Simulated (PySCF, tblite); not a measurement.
**AlH9O3S2Si2, a fragment of a glass network (chain of 3): NMR shifts, core binding energies and electronic excitations**

Aim: the NMR shifts, core binding energies and electronic excitations of `[OH][Al-]([OH])([OH])[SH+][SiH2]S[SiH3]`. It is drawn as: Al Si Si, H ends, S bridges.

Programs: tblite 0.8.0 and PySCF 2.14.0. All values are calculated, for the isolated system unless a continuum is named. Atoms count from 0, parts from 1.

## Step 1: Starting point

17 atoms, charge 0, multiplicity 1; geometry: distance geometry start.

## Step 2: Geometry optimisation with GFN2-xTB

Job settings and geometry (Å):

```
{"job": {"kind": "relax", "xc": "GFN2-xTB", "basis": "xTB"}, "charge": 0, "multiplicity": 1}
O     -0.732402     1.003478    -0.639989
Al     0.587323     1.325532     0.674326
O      1.297434     3.025347     0.401406
O     -0.217376     1.223018     2.357030
S      2.185856    -0.228557     0.484092
Si     1.610312    -2.290435     0.872497
S      0.629752    -3.085424    -0.872094
Si    -0.438787    -1.910561    -2.357470
H     -0.570606     1.060080    -1.599420
H      1.854404     3.275272    -0.335400
H     -0.920369     0.622354     2.610671
H      3.429538     0.138143     0.966830
H      2.755833    -3.057311     1.203622
H      0.684086    -2.323306     1.964903
H     -1.231750    -0.983712    -1.724210
H      0.499647    -1.255562    -3.191332
H     -1.215289    -2.790587    -3.143007
```

With the program's defaults for keys left out, this is: GFN2-xTB geometry optimisation, gas phase.

Started as:

```
$ OMP_NUM_THREADS=1 python cluster_run.py task.json out
```

One launch serves the whole session: the jobs run in the order shown.

The log of the run:

```text
step      E/eV     max force
  0    -762.03139    5.162
  1    -762.75957    3.591
  2    -763.56294    1.150
  3    -763.71824    0.845
  4    -763.76326    0.525
  5    -763.80368    0.659
  6    -763.84842    0.780
  7    -763.90280    0.850
  8    -763.95773    0.823
  9    -764.01746    0.579
 10    -764.05000    0.612
 11    -764.07577    0.502
 12    -764.11377    0.705
 13    -764.14025    0.543
 14    -764.15806    0.296
 15    -764.17221    0.365
 16    -764.18817    0.408
 17    -764.20643    0.354
 18    -764.22645    0.396
 19    -764.24309    0.408
 20    -764.26211    0.525
 21    -764.27992    0.510
 22    -764.29720    0.395
 23    -764.31146    0.437
 24    -764.32836    0.626
 25    -764.34437    0.529
 26    -764.36293    0.288
 27    -764.36910    0.209
 28    -764.37501    0.288
 29    -764.37987    0.297
 30    -764.38597    0.246
 31    -764.39446    0.222
 32    -764.39826    0.168
 33    -764.40103    0.132
 34    -764.40307    0.158
 35    -764.40519    0.146
 36    -764.40784    0.134
 37    -764.41083    0.178
 38    -764.41399    0.173
 39    -764.41694    0.139
 40    -764.41928    0.116
 41    -764.42109    0.094
 42    -764.42284    0.125
 43    -764.42498    0.132
 44    -764.42740    0.101
 45    -764.42958    0.127
 46    -764.43122    0.111
 47    -764.43237    0.083
 48    -764.43322    0.106
 49    -764.43408    0.087
 50    -764.43564    0.088
 51    -764.43760    0.149
 52    -764.43978    0.156
 53    -764.44127    0.098
 54    -764.44203    0.068
 55    -764.44262    0.058
 56    -764.44351    0.092
 57    -764.44476    0.116
 58    -764.44603    0.096
 59    -764.44689    0.061
 60    -764.44739    0.055
 61    -764.44782    0.066
 62    -764.44846    0.077
 63    -764.44934    0.083
 64    -764.45022    0.069
 65    -764.45073    0.049
 66    -764.45098    0.031
 67    -764.45120    0.043
 68    -764.45162    0.058
 69    -764.45246    0.102
 70    -764.45393    0.150
 71    -764.45578    0.154
 72    -764.45730    0.096
 73    -764.45814    0.065
 74    -764.45880    0.082
 75    -764.46000    0.110
 76    -764.46258    0.146
 77    -764.46668    0.182
 78    -764.47024    0.204
 79    -764.47293    0.219
 80    -764.47527    0.158
 81    -764.47728    0.118
 82    -764.48054    0.125
 83    -764.48286    0.164
 84    -764.48758    0.292
 85    -764.49300    0.302
 86    -764.49800    0.237
 87    -764.50056    0.197
 88    -764.50267    0.092
 89    -764.50385    0.089
 90    -764.50548    0.078
 91    -764.50639    0.095
 92    -764.50758    0.117
 93    -764.50867    0.090
 94    -764.50978    0.090
 95    -764.51089    0.086
 96    -764.51171    0.068
 97    -764.51238    0.052
 98    -764.51274    0.045
 99    -764.51306    0.039
100    -764.51350    0.056
101    -764.51408    0.063
102    -764.51463    0.053
103    -764.51502    0.037
104    -764.51526    0.031
105    -764.51549    0.036
106    -764.51577    0.045
107    -764.51610    0.048
108    -764.51643    0.040
109    -764.51676    0.043
110    -764.51712    0.061
111    -764.51757    0.063
112    -764.51804    0.048
113    -764.51836    0.031
114    -764.51854    0.026
115    -764.51866    0.029
116    -764.51881    0.025
117    -764.51901    0.030
118    -764.51921    0.031
119    -764.51938    0.031
120    -764.51953    0.037
121    -764.51973    0.041
122    -764.51996    0.044
123    -764.52021    0.041
124    -764.52041    0.037
125    -764.52060    0.039
126    -764.52081    0.041
127    -764.52107    0.034
128    -764.52127    0.032
129    -764.52141    0.024
130    -764.52154    0.030
131    -764.52172    0.045
132    -764.52197    0.056
133    -764.52227    0.054
134    -764.52255    0.042
135    -764.52276    0.025
136    -764.52293    0.027
137    -764.52307    0.029
138    -764.52318    0.024
139    -764.52327    0.022
140    -764.52335    0.024
141    -764.52343    0.028
142    -764.52350    0.028
143    -764.52355    0.016
144    -764.52363    0.018
145    -764.52370    0.024
146    -764.52377    0.024
147    -764.52382    0.016
148    -764.52387    0.016
149    -764.52392    0.017
150    -764.52400    0.029
151    -764.52413    0.034
152    -764.52432    0.042
153    -764.52454    0.044
154    -764.52477    0.034
155    -764.52499    0.042
156    -764.52523    0.054
157    -764.52561    0.077
158    -764.52616    0.089
159    -764.52682    0.074
160    -764.52759    0.087
161    -764.52850    0.066
162    -764.52935    0.087
163    -764.53041    0.135
164    -764.53184    0.122
165    -764.52987    0.595
166    -764.53438    0.106
167    -764.53531    0.086
168    -764.53570    0.483
169    -764.53828    0.087
170    -764.53955    0.091
171    -764.54370    0.282
172    -764.54589    0.117
173    -764.54829    0.110
174    -764.55206    0.259
175    -764.55358    0.227
176    -764.55725    0.222
177    -764.55988    0.196
178    -764.56347    0.162
179    -764.56439    0.542
180    -764.56794    0.226
181    -764.56949    0.111
182    -764.57098    0.109
183    -764.57370    0.308
184    -764.57712    0.253
185    -764.58018    0.114
186    -764.58122    0.132
187    -764.58311    0.100
188    -764.58426    0.067
189    -764.58511    0.070
190    -764.58647    0.068
191    -764.58823    0.076
192    -764.58999    0.121
193    -764.59183    0.133
194    -764.59389    0.132
195    -764.59631    0.094
196    -764.59763    0.092
197    -764.59850    0.083
198    -764.59937    0.111
199    -764.60070    0.104
200    -764.60204    0.115
201    -764.60204    0.115
202    -764.61162    0.149
203    -764.61171    0.135
204    -764.61211    0.009
205    -764.61215    0.039
206    -764.61216    0.007
```

Run time: 12 s. Hardware: 1 thread of AMD EPYC 7R43, shared host.

Along the way:

```
step  energy from step 0 (eV)  largest force (eV/Å)
   0                   0.0000                5.1618
   8                  -1.9263                0.8228
  16                  -2.1568                0.4077
  24                  -2.2970                0.6258
  32                  -2.3669                0.1680
  40                  -2.3879                0.1156
  48                  -2.4018                0.1057
  56                  -2.4121                0.0930
  64                  -2.4188                0.0687
  72                  -2.4259                0.0962
  80                  -2.4439                0.1584
  88                  -2.4713                0.0919
  96                  -2.4803                0.0686
 104                  -2.4839                0.0318
 112                  -2.4867                0.0479
 120                  -2.4881                0.0361
 128                  -2.4899                0.0315
 136                  -2.4915                0.0276
 144                  -2.4922                0.0184
 152                  -2.4929                0.0414
 160                  -2.4962                0.0864
 168                  -2.5043                0.4826
 176                  -2.5259                0.2217
 184                  -2.5457                0.2532
 192                  -2.5586                0.1219
 200                  -2.5707                0.1149
 206                  -2.5808                0.0073
```

Close pairs (by a distance rule), those that changed most:

```
   bond  before (Å)  after (Å)  change (Å)
 Al1–O2       1.862      1.646      -0.216
 Al1–O3       1.868      1.657      -0.211
 Al1–S4       2.238      2.400      +0.163
 O0–Al1       1.890      1.752      -0.138
Si7–H14       1.374      1.456      +0.081
 Si5–S6       2.153      2.074      -0.079
Si7–H16       1.412      1.483      +0.071
 S6–Si7       2.174      2.244      +0.069
```

## Step 3: Optimising the geometry at PBE0-D3(BJ)/def2-SVP

Job settings and geometry (Å):

```
{"job": {"xc": "PBE0", "basis": "def2-SVP", "d3": "d3bj", "grid": 2, "kind": "geom", "shake": 0.01}, "charge": 0, "multiplicity": 1}
O     -0.350098     0.784528    -1.089783
Al     0.034760     1.535960     0.442301
O      0.657206     3.042541     0.233039
O     -0.860472     1.007844     1.701119
S      1.970732     0.212825     0.962974
Si     1.096312    -1.810015     0.636224
S      0.623551    -2.132035    -1.352614
Si    -1.323582    -1.066914    -1.676646
H     -0.006812     1.256766    -1.837511
H      1.033607     3.912935     0.240819
H     -1.657129     0.965541     2.278345
H      1.731459     0.280188     2.278732
H      2.238698    -2.599074     0.965161
H      0.020285    -1.903410     1.634604
H     -1.940015    -0.794722    -0.375337
H     -1.189364    -0.412591    -2.964208
H     -2.088652    -2.280568    -2.057130
```

The log of the run:

```text
step   0  E = -1847.56871640  max force = 0.051601
step   1  E = -1847.58143245  max force = 0.017503
step   2  E = -1847.58242157  max force = 0.008462
step   3  E = -1847.57279945  max force = 0.035563
step   4  E = -1847.58246236  max force = 0.012989
step   5  E = -1847.58350240  max force = 0.009287
step   6  E = -1847.58427739  max force = 0.005707
step   7  E = -1847.58606891  max force = 0.010561
step   8  E = -1847.58697981  max force = 0.005596
step   9  E = -1847.58782090  max force = 0.007115
step  10  E = -1847.58881887  max force = 0.006079
step  11  E = -1847.58940301  max force = 0.004703
step  12  E = -1847.58976513  max force = 0.003272
step  13  E = -1847.58991847  max force = 0.001366
step  14  E = -1847.59010274  max force = 0.001992
step  15  E = -1847.59037056  max force = 0.004989
step  16  E = -1847.59062817  max force = 0.004709
step  17  E = -1847.59102946  max force = 0.001182
step  18  E = -1847.59116163  max force = 0.000933
step  19  E = -1847.59126895  max force = 0.001091
step  20  E = -1847.59130954  max force = 0.000903
step  21  E = -1847.59137633  max force = 0.000747
step  22  E = -1847.59141889  max force = 0.000894
step  23  E = -1847.59145113  max force = 0.000973
step  24  E = -1847.59146846  max force = 0.000468
step  25  E = -1847.59147711  max force = 0.000288
optimisation converged
```

Run time: 13 min. Hardware: 1 thread of AMD EPYC 7R43, shared host; peak memory 1.1 GiB.

Step by step: (the energy doesn't fall at every step)

```
step  energy from step 0 (eV)  largest force component (eV/Å)
   0                   0.0000                          2.6534
   1                  -0.3460                          0.9000
   2                  -0.3729                          0.4351
   3                  -0.1111                          1.8287
   4                  -0.3740                          0.6679
   5                  -0.4023                          0.4776
   6                  -0.4234                          0.2935
   7                  -0.4722                          0.5431
   8                  -0.4970                          0.2878
   9                  -0.5199                          0.3659
  10                  -0.5470                          0.3126
  11                  -0.5629                          0.2418
  12                  -0.5728                          0.1683
  13                  -0.5769                          0.0702
  14                  -0.5820                          0.1024
  15                  -0.5892                          0.2565
  16                  -0.5962                          0.2421
  17                  -0.6072                          0.0608
  18                  -0.6108                          0.0480
  19                  -0.6137                          0.0561
  20                  -0.6148                          0.0464
  21                  -0.6166                          0.0384
  22                  -0.6178                          0.0460
  23                  -0.6186                          0.0500
  24                  -0.6191                          0.0241
  25                  -0.6194                          0.0148
```

Close pairs (by a distance rule), those that changed most:

```
   bond  before (Å)  after (Å)  change (Å)
 Al1–O3       1.632      1.725      +0.092
 S6–Si7       2.243      2.174      -0.069
 Al1–O2       1.643      1.712      +0.069
Si5–H12       1.427      1.489      +0.062
 Al1–S4       2.402      2.462      +0.060
 Si5–S6       2.069      2.113      +0.043
Si7–H15       1.451      1.487      +0.037
 O3–H10       0.985      0.959      -0.026
```

The end geometry stands in the next job.

```
                         at the end point                value
  point group (found at 0.08 Å tolerance)                   C1
rotational constants (GHz, main isotopes)  1.245, 0.557, 0.461
                        dipole moment (D)                 1.95
```

## Step 4: Nuclear shieldings: PBE0/pcSseg-1

Job settings and geometry (Å):

```
{"job": {"kind": "nmr", "xc": "PBE0", "basis": "pcSseg-1"}, "charge": 0, "multiplicity": 1}
O     -0.656622     0.790024    -0.599514
Al     0.190317     1.684935     0.632158
O      0.733857     3.207322     0.066887
O     -0.236049     1.395435     2.278080
S      2.111148     0.148891     0.747825
Si     0.797186    -1.631005     0.615768
S      0.730333    -2.320214    -1.380361
Si    -1.212501    -1.629153    -2.068471
H     -0.718528     1.237315    -1.448390
H      1.086131     3.892546     0.635077
H     -1.070868     1.695531     2.641876
H      2.147291     0.160923     2.102508
H      1.537046    -2.639970     1.422471
H     -0.525517    -1.314722     1.203636
H     -2.180794    -1.513424    -0.949050
H     -1.116071    -0.411809    -2.917273
H     -1.626103    -2.752962    -2.963299
```

Level: GIAO PBE0/pcSseg-1 NMR shielding, non-relativistic, gas phase.

The log of the run:

```text
coarse grid: 16960 points
cycle   1  E = -1847.7792367388  dE =  5.932e-01  |g| = 1.309e+00  |ddm| = 3.812e+00
cycle   2  E = -1847.3181049548  dE =  4.611e-01  |g| = 2.029e+00  |ddm| = 2.538e+00
cycle   3  E = -1848.0930628945  dE = -7.750e-01  |g| = 1.043e-01  |ddm| = 1.760e+00
cycle   4  E = -1848.0946027309  dE = -1.540e-03  |g| = 6.221e-02  |ddm| = 1.590e-01
cycle   5  E = -1848.0954705770  dE = -8.678e-04  |g| = 1.444e-02  |ddm| = 7.321e-02
cycle   6  E = -1848.0955045149  dE = -3.394e-05  |g| = 5.293e-03  |ddm| = 1.398e-02
cycle   7  E = -1848.0955097353  dE = -5.220e-06  |g| = 9.576e-04  |ddm| = 5.209e-03
final grid: 141208 points
cycle   8  E = -1848.1738438947  dE = -3.472e-05  |g| = 9.174e-03  |ddm| = 2.599e-02
cycle   9  E = -1848.1738306633  dE =  1.323e-05  |g| = 1.267e-02  |ddm| = 1.500e-02
cycle  10  E = -1848.1738580634  dE = -2.740e-05  |g| = 8.704e-04  |ddm| = 8.476e-03
cycle  11  E = -1848.1738581954  dE = -1.320e-07  |g| = 1.907e-04  |ddm| = 1.006e-03
cycle  12  E = -1848.1738582048  dE = -9.466e-09  |g| = 5.614e-05  |ddm| = 3.296e-04
cycle  13  E = -1848.1738582059  dE = -1.030e-09  |g| = 1.452e-05  |ddm| = 9.252e-05
cycle  14  E = -1848.1738582059  dE = -4.547e-11  |g| = 4.634e-06  |ddm| = 2.153e-05
converged SCF energy = -1848.1738582059

GIAO shielding tensors (ppm)
atom      isotropic    diamagn.    paramagn.     s11        s22        s33       span
  0 O      283.282     392.122    -108.840    249.226    285.381    315.237     66.011
  1 Al     481.679     796.393    -314.714    423.931    499.168    521.939     98.008
  2 O      311.993     387.624     -75.631    287.524    299.385    349.070     61.546
  3 O      306.424     391.176     -84.752    283.398    295.983    339.889     56.491
  4 S      681.358    1060.738    -379.380    613.517    622.573    807.985    194.468
  5 Si     347.130     879.642    -532.511    286.268    353.382    401.741    115.473
  6 S      788.235    1059.675    -271.440    739.106    774.686    850.913    111.806
  7 Si     391.290     877.533    -486.243    344.608    378.663    450.598    105.990
  8 H       30.787      34.299      -3.512     22.342     27.407     42.612     20.271
  9 H       30.389      30.575      -0.186     22.328     23.768     45.072     22.744
 10 H       30.743      32.257      -1.514     22.816     23.555     45.858     23.042
 11 H       29.148      30.468      -1.320     22.802     24.609     40.033     17.231
 12 H       25.656      28.224      -2.568     20.526     24.698     31.745     11.219
 13 H       25.308      30.784      -5.476     21.706     25.645     28.573      6.867
 14 H       26.399      28.720      -2.321     23.148     25.439     30.608      7.460
 15 H       26.689      29.469      -2.780     22.176     26.440     31.453      9.276
 16 H       26.468      26.962      -0.493     22.038     24.385     32.982     10.944
```

It took 68 s on 1 thread of AMD EPYC 7R43, shared host; peak memory 1.4 GiB.

Shifts follow as δ = σ(reference) − σ, with reference shieldings (ppm) from runs at the same level and on the same kind of geometry: $^{1}$H TMS 31.27, $^{29}$Si TMS 352.0, $^{17}$O H2O 334.6, $^{33}$S CS2 496, $^{27}$Al AlH4- 489.3. The references are single molecules in the gas phase, so shifts against H2O, NH3, PH3, H3PO4 or CFCl3 are not on the usual liquid scales and can be off by tens of ppm. Shifts against hydride references such as AlH4− lie on their own scale.

```
atoms                            environment  σ (ppm)  δ (ppm)
  H13    hydrogen on a silicon bonded to 2 S    25.31     5.96
  H12    hydrogen on a silicon bonded to 2 S    25.66     5.61
  H14      hydrogen on a silicon bonded to S    26.40     4.87
  H16      hydrogen on a silicon bonded to S    26.47     4.80
  H15      hydrogen on a silicon bonded to S    26.69     4.58
  H11  hydrogen on a sulfur bonded to Al, Si    29.15     2.12
   H9     hydrogen on an oxygen bonded to Al    30.39     0.88
  H10     hydrogen on an oxygen bonded to Al    30.74     0.52
   H8     hydrogen on an oxygen bonded to Al    30.79     0.48
   O0                 oxygen bonded to Al, H    283.3     51.3
   O3                 oxygen bonded to Al, H    306.4     28.1
   O2                 oxygen bonded to Al, H    312.0     22.6
  Al1             aluminium bonded to 3 O, S    481.7      7.6
   S4             sulfur bonded to Al, Si, H      681     -186
   S6                  sulfur bonded to 2 Si      788     -293
  Si5             silicon bonded to 2 S, 2 H    347.1      4.9
  Si7               silicon bonded to S, 3 H    391.3    -39.3
```

The run also stored atomic charges by several schemes (e):

```
atoms  Mulliken    IAO  Hirshfeld  ESP fit
   O0     -0.71  -0.85      -0.37    -0.81
  Al1      1.17   1.20       0.50     1.13
   O2     -0.66  -0.83      -0.42    -0.88
   O3     -0.68  -0.85      -0.41    -0.93
   S4     -0.38  -0.17       0.02    -0.24
  Si5      0.50   0.63       0.32     0.36
   S6     -0.49  -0.39      -0.15    -0.29
  Si7      0.49   0.56       0.30     0.41
```

Mayer bond orders: O0–Al1 0.80, Al1–O2 0.97, Al1–O3 0.92, Al1–S4 0.34, S4–Si5 0.80, Si5–S6 1.06, S6–Si7 0.88.

Orbitals, density, ELF and potential are computed afterwards from the orbital file.

Frontier orbitals at PBE0/pcSseg-1, with the share of their density that lies nearest to each atom:

```
orbital  energy (eV)                                      lies on
   HOMO        -7.77                             S6 72 %; H15 6 %
   LUMO        -0.38  Si5 23 %; S4 20 %; H12, H13 about 13 % each
```

ELF in a plane through or near 6 of the atoms.

Ten even steps from ' ' (0.00) to '@' (1.00):
```
                                                        
                                                        
                          ::##%%**                      
                          @@@@@@@@**                    
                  ..      %%@@@@@@++                    
                ++@@%%    **@@@@@@::  ....              
                **@@@@==::::::##  ++++####==            
                  ==++==++==::##..%%##%%##==            
                    ::++++==::::++****##**..            
                  ....--::    ....++%%%%==::--++--      
                ....##--::**##--  --..==..@@@@@@@@::    
            ..--++..##..**##%%**  ::..##..@@@@@@@@::    
          ==**++####::..**##%%==  %%@@**==##@@@@%%      
          --==++####==  ::%%@@++  @@@@@@##..::--..      
              ::++++::    **##..  %%@@@@++              
                ....              --++--                
                                                        
                                                        
                                                        
                                                        
```
The map spans 13.8 Å across and 11.8 Å up, centred on the molecule. Atoms in the plane (x, y in Å): Al1 (-1.7, -0.6), Si5 (0.6, 1.8), Si7 (2.8, -0.7), H8 (0.1, -2.0), H12 (0.7, 3.3), H16 (4.3, -0.7).

On the surface of density 0.002 e/bohr³ the electrostatic potential runs, from the 1st to the 99th percentile, from -1.64 V near O2 to 1.83 V near H10.

[end of part 1 of 2]
